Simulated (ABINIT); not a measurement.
The system is P.

```
P
1.0
     1.64774   -5.46504    0.00000
     1.64774    5.46504    0.00000
     0.00000    0.00000    4.54364
P
4
Direct
  0.90414 0.09586 0.58882
  0.09586 0.90414 0.41118
  0.59586 0.40414 0.08882
  0.40414 0.59586 0.91118
```

- Program: ABINIT 10.8.3 (patched build)
- Task: relaxation of cell and atoms
- Functional: PBE
- Potentials or basis: PseudoDojo NC SR PBE v0.4.1 standard
- Cutoff: 599 eV
- k mesh: 6 × 6 × 4
- Occupations: fermi-dirac, width 0.05 eV
- Spin: no spin polarisation

At the start: pressure 2.1 GPa; volume 20.46 Å³/atom.

How do energy, volume and symmetry change on relaxing?

Over 22 steps the energy falls by 5.3 meV/atom and the volume is 21.19 Å³/atom (+3.6 %); space group Cmce (No. 64, to 0.05 Å).

The path:
| step | energy change (eV) | largest force (eV/Å) | pressure (GPa) | volume (Å³) |
| --- | --- | --- | --- | --- |
| 1 | 0.0000 | 0.3576 | 2.13 | 81.83 |
| 2 | -0.0103 | 0.2374 | 1.40 | 82.36 |
| 3 | -0.0187 | 0.0119 | 0.04 | 83.43 |
| 4 | -0.0188 | 0.0100 | -0.02 | 83.48 |
| 5 | -0.0193 | 0.0422 | -0.15 | 83.60 |
| 6 | -0.0197 | 0.0584 | -0.16 | 83.62 |
| 7 | -0.0201 | 0.0666 | -0.09 | 83.58 |
| 8 | -0.0205 | 0.0545 | 0.02 | 83.52 |
| 9 | -0.0208 | 0.0249 | 0.09 | 83.49 |
| 10 | -0.0209 | 0.0082 | 0.08 | 83.51 |
| 11 | -0.0209 | 0.0111 | 0.06 | 83.55 |
| 12 | -0.0209 | 0.0133 | 0.03 | 83.60 |
| 13 | -0.0210 | 0.0129 | -0.01 | 83.69 |
| 14 | -0.0210 | 0.0085 | -0.03 | 83.79 |
| 15 | -0.0210 | 0.0057 | -0.03 | 83.90 |
| 16 | -0.0211 | 0.0119 | -0.01 | 84.00 |
| 17 | -0.0211 | 0.0193 | 0.01 | 84.15 |
| 18 | -0.0212 | 0.0225 | 0.04 | 84.39 |
| 19 | -0.0213 | 0.0158 | 0.05 | 84.64 |
| 20 | -0.0213 | 0.0052 | 0.02 | 84.76 |
| 21 | -0.0213 | 0.0005 | 0.00 | 84.76 |
| 22 | -0.0213 | 0.0001 | 0.00 | 84.74 |

Final structure:
```
P
1.0
     1.66062   -5.61743    0.00000
     1.66062    5.61743    0.00000
     0.00000    0.00000    4.54225
P
4
Cartesian
  1.6606 -4.5557 2.6601
  1.6606 4.5557 1.8822
  1.6606 -1.0617 0.3890
  1.6606 1.0617 4.1533
```
